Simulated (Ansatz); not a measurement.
2 structures of Ta, a ranking of polymorphs by energy

With Ansatz 0.2.0, Python API.

The cells in order, each with its output:

**Cell 1**
```python
import warnings

import ansatz as az
import numpy as np
import spglib
```

**Cell 2**
```python
def compute(name, crystal):
    calc = (
        crystal.calculation()
        .functional(az.Functional.PBESOL, dispersion='d3bjatm')
        .basis(510)
        .scf(tolerance=1e-08)
        .kpoints(spacing=0.3)
        .occupations('cold', width=0.05)  # the run then minimises F = E - TS
        .stress()  # positive in compression
        .band_table()
    )
    calc = calc.relax(force_tolerance=0.01, cell=True)
    return calc.run(threads=1)
```

**Cell 3**
```python
def volume_per_atom(outcome):
    return abs(np.linalg.det(outcome.lattice.cell_ang)) / len(outcome.lattice.sites)
```

**Cell 4**
```python
def space_group(outcome):
    sites = outcome.report['lattice']['sites']
    kinds = sorted({site['symbol'] for site in sites})
    cell = (outcome.lattice.cell_ang, [site['position_frac'] for site in sites], [kinds.index(site['symbol']) for site in sites])
    return spglib.get_spacegroup(cell, symprec=0.01)
```

**Cell 5**
```python
warnings.simplefilter('ignore')
```

**Cell 6**
```python
phases = {}
p6_3_mmc = (
    az.Lattice.from_parameters(2.900372, 2.900372, 5.166274, alpha=90, beta=90, gamma=120)
    .space_group(194)
    .atom('Ta', (2 / 3, 1 / 3, 0.75))
)
phases['P6_3/mmc'] = p6_3_mmc
im_3m = (
    az.Lattice.bcc(3.30256)
    .space_group(229)
    .atom('Ta', (0.0, 0.0, 0.0))
    .primitive()
)
phases['Im-3m'] = im_3m
```

**Cell 7**
```python
done = {}
for name, crystal in phases.items():
    try:
        done[name] = compute(name, crystal)
    except az.NonConvergedError as error:
        print(name, 'did not converge:', str(error)[:120])
```

**Cell 8**
```python
energy = {name: o.report['energy_sigma0_ev'] / len(o.lattice.sites) for name, o in done.items()}
lowest = min(energy.values())
rows = [(name, len(o.lattice.sites), 1000 * (energy[name] - lowest), volume_per_atom(o), space_group(o)) for name, o in done.items()]
rows.sort(key=lambda row: row[2])
print('| phase | atoms | dE (meV/atom) | V (A^3/atom) | space group |')
print('| --- | --- | --- | --- | --- |')
for row in rows:
    print(f'| {row[0]} | {row[1]:d} | {row[2]:.1f} | {row[3]:.3f} | {row[4]} |')
print('order:', ' < '.join(row[0] for row in rows))
```
Output:
```text
| phase | atoms | dE (meV/atom) | V (A^3/atom) | space group |
| --- | --- | --- | --- | --- |
| Im-3m | 1 | 0.0 | 17.092 | Im-3m (229) |
| P6_3/mmc | 2 | 300.1 | 17.674 | P6_3/mmc (194) |
order: Im-3m < P6_3/mmc
```

By space group at the end of each run: Im-3m (+0 meV an atom, 17.1 Å³) and P6_3/mmc (+300 meV an atom, 17.7 Å³).

Notes:
- The run is spin-unpolarised.
- Dispersion corrections can be off by several per cent in the lattices of metals, and by several GPa in the pressure at a fixed cell.
- For the metals among these phases the mesh is modest: differences between phases can be off by up to 40 meV an atom.
- The program warned that this SCF threshold is loose for forces or stresses.
- Spin-orbit coupling, which matters for elements this heavy, is left out.
- The cells come from databases of deposited and of computed structures, and not all need be stable phases.
- The ranking holds among these structures alone, at zero temperature; the ground state may be another structure. Differences under about 40 meV an atom lie within the error of mesh and functional.
- The script silences warnings, which a real study should read.
- It ran for 18 s on 1 thread of Arm Neoverse V1 (shared host), peak memory 0.4 GiB.
